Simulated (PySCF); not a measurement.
# C₂H₅FO₂Si: runs on many settings

Which settings matter for C₂H₅FO₂Si (`O[SiH2]O/C=C/F`), and how do bad ones show?

Computed with PySCF 2.14.0, with density-fitted response routines of our own, on a single molecule, in the gas phase or a continuum. Atoms are numbered from 0 throughout.

### 1 The molecule as given

11 atoms, charge 0, multiplicity 1; geometry from: GFN2-xTB.

Bonds of the start (Å): O0–Si1 1.62, Si1–O2 1.64, O2–C3 1.34, C3–C4 1.32, C4–F5 1.35, O0–H6 0.95, Si1–H7 1.45, Si1–H8 1.45, C3–H9 1.08, C4–H10 1.08.

### 2 Spin-spin couplings: PBE0/cc-pVDZ-PP

The job: settings as JSON, then the geometry in Å.

```
{"job": {"kind": "j", "xc": "PBE0", "basis": "cc-pVDZ-PP", "scf": {"guess": "1e", "max_cycle": 89}}, "charge": 0, "multiplicity": 1}
O     -2.013763     1.348105     0.215344
Si    -1.669830    -0.176670    -0.213425
O     -0.116585    -0.389123    -0.698410
C      1.042742    -0.197106    -0.052564
C      2.209117    -0.406624    -0.643458
F      3.360265    -0.197990     0.024976
H     -1.891725     2.100344    -0.358856
H     -2.308102    -0.608678    -1.442925
H     -1.965203    -0.868951     1.028644
H      0.998289     0.143926     0.974358
H      2.360221    -0.744562    -1.655550
```

Level: PBE0/cc-pVDZ-PP.

The run is started by

```bash
> OMP_NUM_THREADS=1 python probes_run.py task.json out
```

One launch serves the whole session: the jobs run in the order shown.

Log:

```text
KeyError: 'Element o (Z=8) not found in basis cc-pVDZ-PP version 0'
```

Wall time 0.01 s (1 thread of AMD EPYC 9R45, shared host).

**What went wrong.** The basis cc-pVDZ-PP has no functions for an element of the molecule, so the input was refused before any integral. The remedy is to choose a basis that covers all elements.

### 3 NMR shieldings: B97-D/pcSseg-1

Same as in step 2 but for these lines:

```diff
@@ -1,2 +1,2 @@
-{"job": {"kind": "j", "xc": "PBE0", "basis": "cc-pVDZ-PP", "scf": {"guess": "1e", "max_cycle": 89}}, "charge": 0, "multiplicity": 1}
+{"job": {"kind": "nmr", "xc": "B97-D", "basis": "pcSseg-1", "pop": true, "scf": {"max_cycle": 57}}, "charge": 0, "multiplicity": 2}
 O     -2.013763     1.348105     0.215344
```

Level: B97-D/pcSseg-1.

Log:

```text
RuntimeError: Electron number 56 and spin 1 are not consistent
Note mol.spin = 2S = Nalpha - Nbeta, not 2S+1
```

Wall time 0.02 s (1 thread of AMD EPYC 9R45, shared host).

Why it failed: Charge and multiplicity don't fit the number of electrons: an even count needs an odd multiplicity, and the reverse. Cure: mend the charge or the multiplicity.

### 4 Shielding tensors: PBE0/pcSseg-1

Same as in step 3 but for these lines:

```diff
@@ -1,2 +1,2 @@
-{"job": {"kind": "nmr", "xc": "B97-D", "basis": "pcSseg-1", "pop": true, "scf": {"max_cycle": 57}}, "charge": 0, "multiplicity": 2}
+{"job": {"kind": "nmr", "xc": "PBE0", "basis": "pcSseg-1", "pop": false, "scf": {"conv": 1e-11}}, "charge": 0, "multiplicity": 1}
 O     -2.013763     1.348105     0.215344
```

Method: GIAO PBE0/pcSseg-1 NMR shielding, non-relativistic, gas phase.

Log:

```text
final grid: 95224 points
cycle   1  E = -618.3757819281  dE =  9.042e-01  |g| = 9.412e-01  |ddm| = 3.024e+00
cycle   2  E = -618.1901729956  dE =  1.856e-01  |g| = 1.384e+00  |ddm| = 1.633e+00
cycle   3  E = -618.5221428113  dE = -3.320e-01  |g| = 9.471e-02  |ddm| = 1.117e+00
cycle   4  E = -618.5234186683  dE = -1.276e-03  |g| = 5.690e-02  |ddm| = 1.197e-01
cycle   5  E = -618.5240882342  dE = -6.696e-04  |g| = 1.431e-02  |ddm| = 5.374e-02
cycle   6  E = -618.5241300851  dE = -4.185e-05  |g| = 4.091e-03  |ddm| = 1.312e-02
cycle   7  E = -618.5241331560  dE = -3.071e-06  |g| = 9.993e-04  |ddm| = 3.417e-03
cycle   8  E = -618.5241333215  dE = -1.655e-07  |g| = 3.204e-04  |ddm| = 7.984e-04
cycle   9  E = -618.5241333426  dE = -2.119e-08  |g| = 3.210e-05  |ddm| = 2.377e-04
cycle  10  E = -618.5241333429  dE = -2.283e-10  |g| = 1.007e-05  |ddm| = 3.860e-05
cycle  11  E = -618.5241333429  dE = -1.774e-11  |g| = 4.471e-06  |ddm| = 1.041e-05
cycle  12  E = -618.5241333429  dE =  3.070e-12  |g| = 3.195e-06  |ddm| = 4.289e-06
cycle  13  E = -618.5241333429  dE = -2.160e-12  |g| = 2.478e-07  |ddm| = 2.030e-06
converged SCF energy = -618.5241333429

GIAO shielding tensors (ppm)
atom      isotropic    diamagn.    paramagn.     s11        s22        s33       span
  0 O      282.815     388.977    -106.162    241.209    291.678    315.558     74.350
  1 Si     383.814     879.729    -495.915    378.813    382.901    389.727     10.914
  2 O      232.540     398.296    -165.756    167.340    196.877    333.404    166.064
  3 C       48.681     253.930    -205.249    -41.890     74.828    113.105    154.995
  4 C       32.619     249.850    -217.232    -48.412     64.758     81.509    129.921
  5 F      359.545     469.046    -109.501    298.036    355.939    424.659    126.623
  6 H       29.513      31.555      -2.042     22.056     24.315     42.168     20.112
  7 H       26.993      29.394      -2.401     22.925     25.386     32.668      9.743
  8 H       26.993      29.576      -2.583     23.516     25.186     32.277      8.760
  9 H       24.373      31.654      -7.281     21.996     22.228     28.894      6.898
 10 H       24.270      29.728      -5.459     22.444     22.695     27.669      5.225
```

It took 5.1 s on 1 thread of AMD EPYC 9R45, shared host; peak memory 0.64 GiB.

The references, computed at this level on geometries of the same kind, shield at (ppm): 1H TMS 31.72, 13C TMS 186.9, 29Si TMS 349.2, 19F CFCl3 170.9, 17O H2O 336.1. Their shielding less the atom's gives the shift. The references are single molecules in the gas phase, so shifts against H2O, NH3, PH3, H3PO4 or CFCl3 are not on the usual liquid scales and can be off by tens of ppm. Atoms listed in one row are averaged.

```csv
atoms,environment,σ (ppm),δ (ppm),δ scaled to CDCl3
C4,β carbon of an enol-ether or enamine type C=C bonded to F,32.6,154.3,148.7
C3,alkene carbon bearing oxygen,48.7,138.2,133.0
H10,hydrogen on a β carbon of an enol-ether or enamine type C=C bonded to F,24.27,7.45,7.13
H9,hydrogen on an alkene carbon bearing oxygen,24.37,7.34,7.03
"H7, H8",hydrogen on a silicon bonded to 2 O,26.99,4.72,–
H6,hydrogen on an oxygen bonded to Si,29.51,2.20,–
O2,"oxygen bonded to C, Si",232.5,103.5,–
O0,"oxygen bonded to Si, H",282.8,53.3,–
Si1,"silicon bonded to 2 O, 2 H",383.8,-34.7,–
F5,vinylic fluorine,359.5,-188.6,–
```

The scaled column applies a straight-line fit of computed shieldings to shifts measured in CDCl3; 19F shifts take a fit of their own (root-mean-square error 0.16 ppm for H, 1.9 ppm for C).

### 5 TDDFT and polarisability: PBE0/def2-SVPD in tetrahydrofuran

Same as in step 4 but for these lines:

```diff
@@ -1,2 +1,2 @@
-{"job": {"kind": "nmr", "xc": "PBE0", "basis": "pcSseg-1", "pop": false, "scf": {"conv": 1e-11}}, "charge": 0, "multiplicity": 1}
+{"job": {"kind": "uv", "xc": "PBE0", "basis": "def2-SVPD", "solvent": "tetrahydrofuran", "nstates": 12, "ntriplets": 0, "tda": false, "scf": {"aux": "def2-qzvpp-jkfit", "damp": 0.2}}, "charge": 0, "multiplicity": 1}
 O     -2.013763     1.348105     0.215344
```

Level: TDDFT PBE0/def2-SVPD, vertical, IEF-PCM tetrahydrofuran (non-equilibrium linear response), core orbitals frozen in the response.

Log:

```text
damping 0.20 in the first 6 cycles
final grid: 95224 points
cycle   1  E = -618.1232391914  dE =  8.504e-01  |g| = 8.669e-01  |ddm| = 4.598e+00
cycle   2  E = -618.1190980813  dE =  4.141e-03  |g| = 8.680e-01  |ddm| = 1.639e+00
cycle   3  E = -618.1190780512  dE =  2.003e-05  |g| = 8.771e-01  |ddm| = 1.456e+00
cycle   4  E = -618.0970269873  dE =  2.205e-02  |g| = 9.228e-01  |ddm| = 1.533e+00
cycle   5  E = -618.0900338014  dE =  6.993e-03  |g| = 9.490e-01  |ddm| = 1.611e+00
cycle   6  E = -617.7580644435  dE =  3.320e-01  |g| = 1.584e+00  |ddm| = 2.213e+00
cycle   7  E = -617.2147208957  dE =  5.433e-01  |g| = 2.311e+00  |ddm| = 3.282e+00
cycle   8  E = -618.2546208396  dE = -1.040e+00  |g| = 1.358e-01  |ddm| = 1.937e+00
cycle   9  E = -618.2538876305  dE =  7.332e-04  |g| = 1.396e-01  |ddm| = 3.016e-01
cycle  10  E = -618.2583486555  dE = -4.461e-03  |g| = 1.039e-02  |ddm| = 1.433e-01
cycle  11  E = -618.2583656451  dE = -1.699e-05  |g| = 5.331e-03  |ddm| = 1.670e-02
cycle  12  E = -618.2583708768  dE = -5.232e-06  |g| = 1.102e-03  |ddm| = 5.521e-03
cycle  13  E = -618.2583711446  dE = -2.678e-07  |g| = 3.222e-04  |ddm| = 1.541e-03
cycle  14  E = -618.2583711647  dE = -2.013e-08  |g| = 7.694e-05  |ddm| = 5.014e-04
cycle  15  E = -618.2583711655  dE = -7.644e-10  |g| = 4.066e-05  |ddm| = 9.893e-05
cycle  16  E = -618.2583711658  dE = -3.074e-10  |g| = 2.989e-06  |ddm| = 4.359e-05
converged SCF energy = -618.2583711658

Static polarisability (au): isotropic 71.509, principal 57.998 65.373 91.156

Singlet excitations
state   eV       nm        f      main configurations
  1   6.1407    201.9   0.09281   H->L 0.79, H->L+2 0.11
  2   6.5337    189.8   0.06279   H->L+2 0.70, H->L 0.09, H->L+3 0.09
  3   6.7021    185.0   0.11687   H->L+3 0.58, H->L+1 0.20, H->L+2 0.11
  4   6.8638    180.6   0.20449   H->L+1 0.66, H->L+3 0.20
  5   7.3604    168.4   0.01547   H->L+4 0.71, H->L+5 0.17, H->L+3 0.09
  6   7.5113    165.1   0.00963   H->L+5 0.70, H->L+4 0.14, H->L+6 0.11
  7   7.7813    159.3   0.02034   H->L+6 0.80, H->L+5 0.11
  8   7.8636    157.7   0.01376   H-1->L 0.93
  9   8.1899    151.4   0.00103   H-1->L+1 0.43, H-2->L 0.41
 10   8.2930    149.5   0.00373   H->L+7 0.83
 11   8.4189    147.3   0.01544   H-1->L+2 0.93
 12   8.5468    145.1   0.01484   H-2->L 0.46, H-1->L+1 0.30, H-2->L+1 0.13
```

Run time: 11 s. Hardware: 1 thread of AMD EPYC 9R45, shared host; peak memory 0.87 GiB.

The orbitals next to the gap, with their largest atomic shares:

```csv
orbital,eV,atoms
HOMO−3,-10.54,"O0 37 %, F5 13 %, C4 10 %"
HOMO−2,-9.62,"O0 45 %, O2 25 %, Si1 8 %"
HOMO−1,-9.05,"Si1 22 %, O2 19 %, O0 19 %"
HOMO,-6.87,"C4 31 %, C3 26 %, O2 22 %"
LUMO,0.21,"Si1 25 %, C3 14 %, C4 13 %"
LUMO+1,0.61,"C3 20 %, C4 19 %, O0 16 %"
LUMO+2,0.85,"Si1 31 %, O0 14 %, H8 14 %"
```

With each of the 12 states as a Gaussian band of 0.4 eV half-width at 1/e, the curve within the window shown has maxima at 183 nm (ε 15,000), 149 nm (ε 1,500) L/(mol cm). Beyond the last state computed it falls off for lack of states. The curve at chosen wavelengths:

(nm, ε (L/mol/cm)): (140, 568), (143, 1079), (147, 1479), (150, 1505), (153, 1562), (157, 1828), (160, 2009), (163, 2177), (167, 2937), (170, 4476), (173, 7036), (177, 11184), (180, 13623), (183, 14630), (186, 14105), (190, 11888), (193, 9936), (196, 8206), (200, 6381), (203, 5249), (206, 4210), (210, 2932), (213, 2098), (216, 1416), (220, 765), (223, 452)

Ground-state properties from the same run:

```csv
property,computed
dipole moment (D),2.18
polarisability (Å³),10.60
HOMO–LUMO gap (eV),7.08
−ε(HOMO) (eV),6.87
```

### 6 NMR shieldings: KT3/pcSseg-1

Same as in step 5 but for these lines:

```diff
@@ -1,2 +1,2 @@
-{"job": {"kind": "uv", "xc": "PBE0", "basis": "def2-SVPD", "solvent": "tetrahydrofuran", "nstates": 12, "ntriplets": 0, "tda": false, "scf": {"aux": "def2-qzvpp-jkfit", "damp": 0.2}}, "charge": 0, "multiplicity": 1}
+{"job": {"kind": "nmr", "xc": "KT3", "basis": "pcSseg-1", "pop": false, "scf": {"aux": "def2-qzvpp-jkfit"}}, "charge": 0, "multiplicity": 1}
 O     -2.013763     1.348105     0.215344
```

Level: GIAO KT3/pcSseg-1 NMR shielding, non-relativistic, gas phase.

Log:

```text
final grid: 95224 points
cycle   1  E = -625.4474183162  dE =  9.254e-01  |g| = 1.187e+00  |ddm| = 3.068e+00
cycle   2  E = -624.6461190713  dE =  8.013e-01  |g| = 2.300e+00  |ddm| = 3.255e+00
cycle   3  E = -625.6754428951  dE = -1.029e+00  |g| = 2.413e-01  |ddm| = 2.696e+00
cycle   4  E = -625.6823179535  dE = -6.875e-03  |g| = 1.836e-01  |ddm| = 4.022e-01
cycle   5  E = -625.6895605402  dE = -7.243e-03  |g| = 6.253e-02  |ddm| = 2.093e-01
cycle   6  E = -625.6905117943  dE = -9.513e-04  |g| = 1.650e-02  |ddm| = 6.336e-02
cycle   7  E = -625.6905585636  dE = -4.677e-05  |g| = 6.316e-03  |ddm| = 1.539e-02
cycle   8  E = -625.6905661161  dE = -7.552e-06  |g| = 1.294e-03  |ddm| = 5.224e-03
cycle   9  E = -625.6905664695  dE = -3.535e-07  |g| = 2.990e-04  |ddm| = 1.344e-03
cycle  10  E = -625.6905664860  dE = -1.645e-08  |g| = 1.331e-04  |ddm| = 3.708e-04
cycle  11  E = -625.6905664886  dE = -2.628e-09  |g| = 6.864e-05  |ddm| = 1.466e-04
cycle  12  E = -625.6905664897  dE = -1.077e-09  |g| = 7.130e-06  |ddm| = 6.607e-05
cycle  13  E = -625.6905664897  dE = -9.663e-12  |g| = 1.912e-06  |ddm| = 7.444e-06
converged SCF energy = -625.6905664897

GIAO shielding tensors (ppm)
atom      isotropic    diamagn.    paramagn.     s11        s22        s33       span
  0 O      276.061     388.568    -112.507    236.732    281.976    309.474     72.742
  1 Si     402.497     882.072    -479.575    399.205    400.723    407.564      8.359
  2 O      221.349     398.534    -177.184    157.735    185.691    320.622    162.887
  3 C       56.401     254.334    -197.934    -19.315     77.433    111.084    130.399
  4 C       40.723     250.350    -209.627    -25.925     66.620     81.473    107.398
  5 F      342.772     469.638    -126.866    283.902    342.216    402.197    118.295
  6 H       29.687      31.929      -2.242     22.529     24.891     41.643     19.113
  7 H       27.060      29.590      -2.531     23.021     25.428     32.730      9.710
  8 H       27.077      29.904      -2.828     23.660     25.255     32.315      8.655
  9 H       24.522      32.459      -7.937     22.231     22.549     28.786      6.554
 10 H       24.385      30.263      -5.879     22.724     22.999     27.430      4.706
```

It took 6.8 s on 1 thread of AMD EPYC 9R45, shared host; peak memory 0.58 GiB.

Key values: δ C4 144.0, C3 128.3, O2 109.4, O0 54.7, H10 7.38, H9 7.24 ppm.

### 7 Comparing the runs: NMR shifts

Shifts (ppm) of some atoms, chosen among heavy atoms and hydrogens apart, with basis size and wall time:

```csv
run,C4,C3,H9,H6,O2,Si1,F5,functions,time
PBE0/pcSseg-1,154.3,138.2,7.34,2.20,103.5,-34.7,-188.6,134,5.1 s
KT3/pcSseg-1,144.0,128.3,7.24,2.07,109.4,-40.8,-200.4,134,6.8 s
```

### 8 Outcome

| quantity | value |
| --- | --- |
| 13C shifts against TMS (PBE0/pcSseg-1) | 154.3, 138.2 ppm |
| 1H shifts against TMS (PBE0/pcSseg-1, means over atoms taken as alike) | 7.45, 7.34, 4.72, 2.20 ppm |
| 17O shifts against H2O (PBE0/pcSseg-1) | 103.5, 53.3 ppm |
| 29Si shifts against TMS (PBE0/pcSseg-1) | -34.7 ppm |
| 19F shifts against CFCl3 (PBE0/pcSseg-1) | -188.6 ppm |
| lowest singlet (PBE0/def2-SVPD) | 6.14 eV (202 nm), f = 0.093 |
| brightest single state of those computed | state 4, 6.86 eV, f = 0.204 |
| range of the shift of F5 | -200.4 to -188.6 ppm |
| property runs in this session | 5, of which 2 failed and 0 gave unsound results |

In words: Single values in the summary come from the first sound run of each kind (PBE0/pcSseg-1; PBE0/def2-SVPD), which need not be the best level. The most deshielded hydrogen is H10 (hydrogen on a β carbon of an enol-ether or enamine type C=C bonded to F), at 7.45 ppm: attached to an sp2 carbon and in the plane of the double bond. At PBE0/pcSseg-1: Shielding is most anisotropic at O2 (span 166 ppm, paramagnetic term -166 ppm). The first singlet state (HOMO→LUMO 0.79, HOMO→LUMO+2 0.11) lies at 6.14 eV and is bright; of the 12 states computed, the strongest absorption comes from state 4 at 6.86 eV. Across the 2 runs the shift of F5 moves most, between -200.4 (KT3/pcSseg-1) and -188.6 ppm (PBE0/pcSseg-1).
